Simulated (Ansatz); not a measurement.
**ClGeH₅OSi: a ladder of functionals and wavefunction methods**

One table from this session's results is given with a row withheld; the runs are named, their logs left out.

The runs use Ansatz 0.2.0, Gaussian basis; functionals in def2-TZVPP, the program's frozen cores in correlated methods.

The runs, in order: PBE-D4, r2SCAN-D4, PBE0-D4, B3LYP-D4, ωB97X-V, ωB97M-V, B2PLYP; CCSD(T)/def2-TZVPP; MP2/def2-QZVPP; extrapolation to the limit.

## Structure used throughout

All runs share one geometry, relaxed beforehand with PBE0-D4 in a triple-zeta def2 set.

SMILES `O[SiH](Cl)[GeH3]`, 9 atoms, charge 0, spin multiplicity 1.

Atoms are counted from 1 here; the program's logs count them from 0.

Bond lengths: O1–Si2 1.638 Å, O1–H5 0.959 Å, Si2–Cl3 2.065 Å, Si2–Ge4 2.381 Å, Si2–H6 1.479 Å, Ge4–H7 1.538 Å, Ge4–H8 1.539 Å, Ge4–H9 1.536 Å. Angles: Si2–O1–H5 118.3°, O1–Si2–Cl3 110.6°, O1–Si2–Ge4 112.8°, O1–Si2–H6 105.2°, Cl3–Si2–Ge4 106.6°, Cl3–Si2–H6 107.5°, Ge4–Si2–H6 114.0°, Si2–Ge4–H7 110.8°, Si2–Ge4–H8 109.3°, Si2–Ge4–H9 110.5°, H7–Ge4–H8 108.5°, H7–Ge4–H9 108.9°, H8–Ge4–H9 108.7°.

Set-up of the first run:

in.yaml reads:

```yaml
crystal:
  periodic: [false, false, false]
  atoms:
    - {symbol: O, position_ang: [-1.807245, 0.236929, 0.986740]}
    - {symbol: Si, position_ang: [-0.624944, 0.795136, -0.000651]}
    - {symbol: Cl, position_ang: [0.412885, 2.332646, 0.906771]}
    - {symbol: Ge, position_ang: [0.978194, -0.874990, -0.556796]}
    - {symbol: H, position_ang: [-1.553347, -0.150876, 1.826068]}
    - {symbol: H, position_ang: [-1.330859, 1.363562, -1.168910]}
    - {symbol: H, position_ang: [0.320588, -2.027030, -1.334927]}
    - {symbol: H, position_ang: [1.588043, -1.445846, 0.735510]}
    - {symbol: H, position_ang: [2.105185, -0.275829, -1.410906]}
basis:
  gaussian: {orbitals: def2-TZVPP}
hamiltonian: {xc: pbe, dispersion: d4}
output: {forces: true, orbitals: {seedname: orbitals}}
```

The run is started by

```bash
$ ansatz run in.yaml --threads 4 --pin off --events-out ev --progress --plain --max-ram 10444MiB
```

Among the steps run: PBE-D4 (GGA); r2SCAN-D4 (meta-GGA); PBE0-D4 (hybrid); B3LYP-D4 (hybrid); ωB97X-V (range-separated); ωB97M-V (range-separated); B2PLYP (double hybrid); CCSD(T) in def2-TZVPP; MP2 in def2-QZVPP.

One table of the session follows, with a row left open; its other results are not shown here.

It belongs to the step «Atomisation energies». 

| method | atomisation energy (kJ/mol) |
| --- | --- |
| PBE-D4 | 2781.3 |
| r2SCAN-D4 | 2797.2 |
| PBE0-D4 | 2751.1 |
| B3LYP-D4 | 2762.5 |
| ωB97X-V | 2808.0 |
| ωB97M-V | 2785.0 |
| B2PLYP | 2739.6 |
| HF/def2-TZVPP | ? |
| MP2/def2-TZVPP | 2753.1 |
| CCSD/def2-TZVPP | 2691.6 |
| CCSD(T)/def2-TZVPP | 2729.3 |
| MP2/CBS | 2830.6 |
| CCSD(T)/CBS | 2806.9 |

Estimate the missing values for HF/def2-TZVPP.

The run gave: atomisation energy (kJ/mol): 2028.5. In the column «atomisation energy (kJ/mol)» it is the lowest.
